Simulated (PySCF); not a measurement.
# A diatomic session: Cs2

The task here is to estimate one member of a computed series from the others.

Computed with PySCF 2.14.0. Level: Cs def2-SVP with ECP46, scalar-relativistic core potentials.

Set-up of the first run:

A driver script around PySCF takes these settings:

* atoms: Cs, Cs
* charge: 0
* basis: Cs def2-SVP with ECP46
* Hamiltonian: scalar-relativistic core potentials
* basis functions: 48
* electrons treated: 18
* masses in u: 132.9054, 132.9054
* levels: PBE0, PBE, r²SCAN, TPSS, M06-2X, B97-3, LC-ωPBE, HF, MP2, SCS-MP2, CCSD, CCSD(T)
* grid: 80 radial by 434 angular points
* occupations: held fixed by the projection of orbital angular momentum
* dissociation limit: Cs + Cs, each in its ground configuration
* starting distance in angstrom: 4.410
* values of 2S to try: 0, 2

Started as:

```console
> OMP_NUM_THREADS=1 python dia.py task.json out
```

Steps of the session up to this table: Input; First curve: PBE0; Excited determinants; PBE (GGA); r²SCAN (meta-GGA); TPSS (meta-GGA); M06-2X (hybrid meta-GGA); B97-3 (global hybrid GGA); LC-ωPBE (range-separated hybrid); RHF (mean field); MP2 and coupled cluster.

One table of the session follows, with a row left open; its other results are not shown here.

Energy (eV) from each level's lowest point:

```
R (Å)    RHF  RHF-MP2  RHF-SCS-MP2  RHF-CCSD  RHF-CCSD(T)
4.101  0.212    0.090        0.106       n/a          n/a
4.291  0.127    0.038        0.049     0.050        0.050
4.482      ?        ?            ?         ?            ?
4.625  0.036    0.000        0.004     0.004        0.005
4.768  0.015    0.000        0.000     0.000        0.000
4.911  0.003    0.007        0.004     0.003        0.002
5.102  0.000    0.026        0.019     0.016        0.013
5.340  0.012    0.062        0.050     0.044        0.038
5.626  0.044    0.118        0.101     0.088        0.077
6.008  0.107    0.204        0.181       n/a          n/a
```

**Question.** Estimate the row for R (Å) = 4.482.

Worked estimate for «RHF». A straight line through the neighbours (4.291, 0.127) and (4.625, 0.036) gives 0.127 + (0.036 − 0.127) × (4.482 − 4.291) / (4.625 − 4.291) = 0.075; a parabola fitted to 4 rows on both sides gives 0.066.

As computed: RHF: 0.067; RHF-MP2: 0.009; RHF-SCS-MP2: 0.016; RHF-CCSD: 0.017; RHF-CCSD(T): 0.018. In «RHF» the line misses by +0.008 and the parabola by -0.001.
